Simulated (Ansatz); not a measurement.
# AlH₈NOSi₂: a ladder of functionals and wavefunction methods

An exercise on one series of results from a longer session: the logs are not shown, and one member is left open.

The runs use Ansatz 0.2.0, Gaussian basis; functionals in def2-TZVPP, the program's frozen cores in correlated methods.

The runs, in order: PBE-D4, r2SCAN-D4, PBE0-D4, B3LYP-D4, ωB97X-V, ωB97M-V, B2PLYP; CCSD(T)/def2-TZVPP; MP2/def2-QZVPP; extrapolation to the limit.

## The geometry

All runs share one geometry, relaxed beforehand with PBE0-D4 in a triple-zeta def2 set.

13 atoms, charge 0, spin multiplicity 1.

Atoms are counted from 1 here; the program's logs count them from 0.

Bond lengths: N1–Si2 1.834 Å, N1–Al5 2.069 Å, N1–H6 1.017 Å, N1–H7 1.015 Å, Si2–O3 1.646 Å, Si2–Si4 2.324 Å, Si2–H8 1.492 Å, O3–H9 0.959 Å, Si4–Al5 2.489 Å, Si4–H10 1.489 Å, Si4–H11 1.492 Å, Al5–H12 1.595 Å, Al5–H13 1.595 Å. Angles: Si2–N1–Al5 99.1°, Si2–N1–H6 112.1°, Si2–N1–H7 115.7°, Al5–N1–H6 107.0°, Al5–N1–H7 115.5°, H6–N1–H7 107.1°, N1–Si2–O3 109.6°, N1–Si2–Si4 94.1°, N1–Si2–H8 100.8°, O3–Si2–Si4 123.0°, O3–Si2–H8 110.3°, Si4–Si2–H8 114.9°, Si2–O3–H9 118.5°, Si2–Si4–Al5 76.3°, Si2–Si4–H10 109.7°, Si2–Si4–H11 108.9°, Al5–Si4–H10 127.0°, Al5–Si4–H11 118.9° and more.

Geometry (Å):

```xyz
13
AlH8NOSi2
N    -0.2406    0.5091    1.1133
Si    0.6980   -0.8283    0.2799
O     0.4858   -2.2433    1.0940
Si   -0.2371   -0.4148   -1.8068
Al   -0.6798    1.6791   -0.5351
H    -1.1267    0.1788    1.4871
H     0.2434    0.9822    1.8692
H     2.0966   -0.3384    0.4510
H     1.0668   -2.4383    1.8313
H     0.7886   -0.6195   -2.8660
H    -1.3592   -1.3719   -2.0312
H     0.4854    2.7674   -0.5613
H    -2.2007    2.1034   -0.3106
```

The first run:

in.yaml reads:

```yaml
crystal:
  periodic: [false, false, false]
  atoms:
    - {symbol: N, position_ang: [-0.240580, 0.509078, 1.113321]}
    - {symbol: Si, position_ang: [0.697975, -0.828329, 0.279902]}
    - {symbol: O, position_ang: [0.485812, -2.243271, 1.093979]}
    - {symbol: Si, position_ang: [-0.237142, -0.414800, -1.806791]}
    - {symbol: Al, position_ang: [-0.679757, 1.679095, -0.535125]}
    - {symbol: H, position_ang: [-1.126730, 0.178755, 1.487088]}
    - {symbol: H, position_ang: [0.243409, 0.982178, 1.869163]}
    - {symbol: H, position_ang: [2.096575, -0.338443, 0.450953]}
    - {symbol: H, position_ang: [1.066771, -2.438305, 1.831317]}
    - {symbol: H, position_ang: [0.788598, -0.619524, -2.866007]}
    - {symbol: H, position_ang: [-1.359155, -1.371925, -2.031170]}
    - {symbol: H, position_ang: [0.485391, 2.767380, -0.561302]}
    - {symbol: H, position_ang: [-2.200666, 2.103411, -0.310630]}
basis:
  gaussian: {orbitals: def2-TZVPP}
hamiltonian: {xc: pbe, dispersion: d4}
output: {forces: true, orbitals: {seedname: orbitals}}
```

Run with:

```sh
ansatz run in.yaml --threads 4 --pin off --events-out ev --progress --plain --max-ram 10444MiB
```

Steps of the session up to this table: PBE-D4 (GGA); r2SCAN-D4 (meta-GGA); PBE0-D4 (hybrid); B3LYP-D4 (hybrid); ωB97X-V (range-separated); ωB97M-V (range-separated); B2PLYP (double hybrid); CCSD(T) in def2-TZVPP; MP2 in def2-QZVPP.

One of the session's tables, all rows but one given; the rest of the session is left out.

```
            method  atomisation energy (kJ/mol)
            PBE-D4                       4145.0
         r2SCAN-D4                       4140.9
           PBE0-D4                       4097.0
          B3LYP-D4                       4132.2
           ωB97X-V                       4176.6
           ωB97M-V                       4152.7
            B2PLYP                       4073.8
     HF/def2-TZVPP                       2975.4
    MP2/def2-TZVPP                       4046.5
   CCSD/def2-TZVPP                       3976.9
CCSD(T)/def2-TZVPP                       4030.9
           MP2/CBS                       4173.0
       CCSD(T)/CBS                            ?
```

Estimate the missing values for CCSD(T)/CBS.

The run gave: atomisation energy (kJ/mol): 4157.3. In the column «atomisation energy (kJ/mol)» it lies between ωB97M-V (4152.7) and MP2/CBS (4173.0).
